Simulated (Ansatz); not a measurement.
# C9H27NSi3: small, medium and large basis sets

An exercise on one series of results from a longer session: the logs are not shown, and one member is left open.

Program: Ansatz 0.2.0, Gaussian basis. Level of theory: one geometry, several basis sets. These are calculated values, not measurements.

Plan: PBE0-D4/def2-SVP; ωB97M-V/def2-SVP; PBE0-D4/def2-QZVPP; ωB97M-V/def2-QZVPP; the functionals' def2-TZVPP values are taken from earlier runs.

## Structure used throughout

The geometry comes from an earlier relaxation with PBE0-D4 in a triple-zeta def2 set; it is a stationary point, not always the lowest conformer.

SMILES `C[Si](C)(C)N([Si](C)(C)C)[Si](C)(C)C`, 40 atoms, charge 0, spin multiplicity 1.

Atoms are counted from 1 here; the program's logs count them from 0.

Bond lengths: C1–Si2 1.877 Å, C1–H14 1.094 Å, C1–H15 1.094 Å, C1–H16 1.092 Å, Si2–C3 1.877 Å, Si2–C4 1.876 Å, Si2–N5 1.754 Å, C3–H17 1.090 Å, C3–H18 1.095 Å, C3–H19 1.092 Å, C4–H20 1.089 Å, C4–H21 1.094 Å, C4–H22 1.093 Å, N5–Si6 1.754 Å, N5–Si10 1.754 Å, Si6–C7 1.876 Å, Si6–C8 1.877 Å, Si6–C9 1.877 Å and more. Angles: Si2–C1–H14 109.9°, Si2–C1–H15 110.7°, Si2–C1–H16 113.1°, H14–C1–H15 107.8°, H14–C1–H16 107.5°, H15–C1–H16 107.7°, C1–Si2–C3 106.2°, C1–Si2–C4 110.7°, C1–Si2–N5 110.3°, C3–Si2–C4 104.1°, C3–Si2–N5 113.0°, C4–Si2–N5 112.3°, Si2–C3–H17 115.1°, Si2–C3–H18 106.3°, Si2–C3–H19 112.0°, H17–C3–H18 107.3°, H17–C3–H19 108.5°, H18–C3–H19 107.3° and more.

The first run:

in.yaml

```yaml
crystal:
  periodic: [false, false, false]
  atoms:
    - {symbol: C, position_ang: [-2.393156, -1.375217, 0.737752]}
    - {symbol: Si, position_ang: [-1.689077, 0.313952, 0.320941]}
    - {symbol: C, position_ang: [-2.644184, 0.924378, -1.175657]}
    - {symbol: C, position_ang: [-2.103992, 1.555055, 1.665098]}
    - {symbol: N, position_ang: [0.036657, 0.199393, 0.031316]}
    - {symbol: Si, position_ang: [0.631174, 0.196871, -1.618490]}
    - {symbol: C, position_ang: [0.225897, 1.789265, -2.523650]}
    - {symbol: C, position_ang: [2.501717, 0.075573, -1.723048]}
    - {symbol: C, position_ang: [-0.043389, -1.285562, -2.551191]}
    - {symbol: Si, position_ang: [1.087512, -0.351751, 1.322557]}
    - {symbol: C, position_ang: [2.618277, 0.717989, 1.500502]}
    - {symbol: C, position_ang: [1.560864, -2.148046, 1.054440]}
    - {symbol: C, position_ang: [0.275068, -0.270543, 3.013194]}
    - {symbol: H, position_ang: [-2.276981, -2.048966, -0.116048]}
    - {symbol: H, position_ang: [-3.461260, -1.303149, 0.962942]}
    - {symbol: H, position_ang: [-1.904259, -1.843639, 1.594049]}
    - {symbol: H, position_ang: [-2.479246, 0.357832, -2.092506]}
    - {symbol: H, position_ang: [-3.705355, 0.831018, -0.922396]}
    - {symbol: H, position_ang: [-2.450781, 1.978858, -1.380866]}
    - {symbol: H, position_ang: [-1.934519, 1.189422, 2.676886]}
    - {symbol: H, position_ang: [-3.161925, 1.821878, 1.581976]}
    - {symbol: H, position_ang: [-1.521791, 2.470967, 1.531743]}
    - {symbol: H, position_ang: [0.423992, 2.653429, -1.883649]}
    - {symbol: H, position_ang: [0.877677, 1.870908, -3.398771]}
    - {symbol: H, position_ang: [-0.803895, 1.853876, -2.872183]}
    - {symbol: H, position_ang: [2.941363, -0.768335, -1.190803]}
    - {symbol: H, position_ang: [2.989360, 0.991081, -1.383178]}
    - {symbol: H, position_ang: [2.743289, -0.047728, -2.783883]}
    - {symbol: H, position_ang: [-1.134146, -1.329841, -2.552672]}
    - {symbol: H, position_ang: [0.290267, -1.270793, -3.592913]}
    - {symbol: H, position_ang: [0.322504, -2.210696, -2.096622]}
    - {symbol: H, position_ang: [3.055372, 0.543610, 2.488358]}
    - {symbol: H, position_ang: [2.353022, 1.777049, 1.439952]}
    - {symbol: H, position_ang: [3.390007, 0.518384, 0.758419]}
    - {symbol: H, position_ang: [0.669062, -2.779743, 1.100096]}
    - {symbol: H, position_ang: [2.249803, -2.486321, 1.833965]}
    - {symbol: H, position_ang: [2.039076, -2.325060, 0.089199]}
    - {symbol: H, position_ang: [0.141128, 0.758351, 3.352191]}
    - {symbol: H, position_ang: [0.966176, -0.755812, 3.710206]}
    - {symbol: H, position_ang: [-0.681337, -0.787966, 3.092760]}
basis:
  gaussian: {orbitals: def2-SVP}
hamiltonian: {xc: pbe0, dispersion: d4}
output: {orbitals: {seedname: orbitals}}
```

Command:

```
ansatz run in.yaml --threads 11 --pin off --events-out ev --progress --plain --max-ram 174080MiB --backend cuda --devices 0, --max-vram 75GiB
```

Steps of the session up to this table: PBE0-D4 in def2-SVP; ωB97M-V in def2-SVP; PBE0-D4 in def2-QZVPP; ωB97M-V in def2-QZVPP.

One table of the session follows, with a row left open; its other results are not shown here.

```
functional       basis  HOMO (eV)  LUMO (eV)
   PBE0-D4    def2-SVP          ?          ?
   PBE0-D4  def2-TZVPP      -6.81       0.68
   PBE0-D4  def2-QZVPP      -6.82       0.29
   ωB97M-V    def2-SVP      -8.93       2.77
   ωB97M-V  def2-TZVPP      -9.08       2.01
   ωB97M-V  def2-QZVPP      -9.08       1.38
```

**Question.** Estimate the row for PBE0-D4, def2-SVP.

The run gave: HOMO (eV): -6.67; LUMO (eV): 1.24. In the column «HOMO (eV)» it is the highest.
